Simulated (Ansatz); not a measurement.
# ClH3NO2Si: the cost of one run

Method: the settings change from run to run; program: Ansatz 0.2.0, Gaussian basis.

## 1. The relaxed structure

The structure was relaxed beforehand with PBE0-D4 in a triple-zeta def2 set.

8 atoms, charge 0, spin multiplicity 2.

Atoms are counted from 1 here; the program's logs count them from 0.

Bond lengths: N1–Si2 1.731 Å, N1–H6 1.020 Å, Si2–O3 1.625 Å, Si2–O4 1.628 Å, Si2–Cl5 2.048 Å, O3–H7 0.958 Å, O4–H8 0.960 Å. Angles: Si2–N1–H6 116.3°, N1–Si2–O3 104.8°, N1–Si2–O4 107.9°, N1–Si2–Cl5 115.9°, O3–Si2–O4 114.7°, O3–Si2–Cl5 109.3°, O4–Si2–Cl5 104.5°, Si2–O3–H7 118.0°, Si2–O4–H8 116.6°.

Geometry (Å):

```xyz
8

N    -0.89135    0.62903    1.21684
Si    0.02710    0.06022   -0.13510
O     1.54375   -0.09178    0.42740
O    -0.64965   -1.32717   -0.65089
Cl    0.03451    1.27147   -1.78708
H    -1.43768    1.47679    1.06714
H     2.26289   -0.06965   -0.20563
H    -0.79748   -2.00601    0.01142
```

## 2. PBE-QIDH/cc-pVTZ-DK

Input file in.yaml:

```yaml
crystal:
  periodic: [false, false, false]
  atoms:
    - {symbol: N, position_ang: [-0.891349, 0.629033, 1.216841]}
    - {symbol: Si, position_ang: [0.027104, 0.060218, -0.135098]}
    - {symbol: O, position_ang: [1.543755, -0.091777, 0.427399]}
    - {symbol: O, position_ang: [-0.649648, -1.327170, -0.650891]}
    - {symbol: Cl, position_ang: [0.034508, 1.271469, -1.787080]}
    - {symbol: H, position_ang: [-1.437679, 1.476793, 1.067138]}
    - {symbol: H, position_ang: [2.262890, -0.069654, -0.205628]}
    - {symbol: H, position_ang: [-0.797481, -2.006012, 0.011418]}
basis:
  gaussian: {orbitals: cc-pVTZ-DK}
magnetization: {spin_polarized: true, initial_magnetization: 1}
hamiltonian: {xc: {name: PBE-QIDH}}
```

On the command line:

```console
$ ansatz run in.yaml --threads 4 --pin off --events-out ev --progress --plain --max-ram 10444MiB
```

What time and memory should one allow on 4 threads of Arm Neoverse V1, shared host?

About 8.5 s, with a peak of 0.6 GiB.
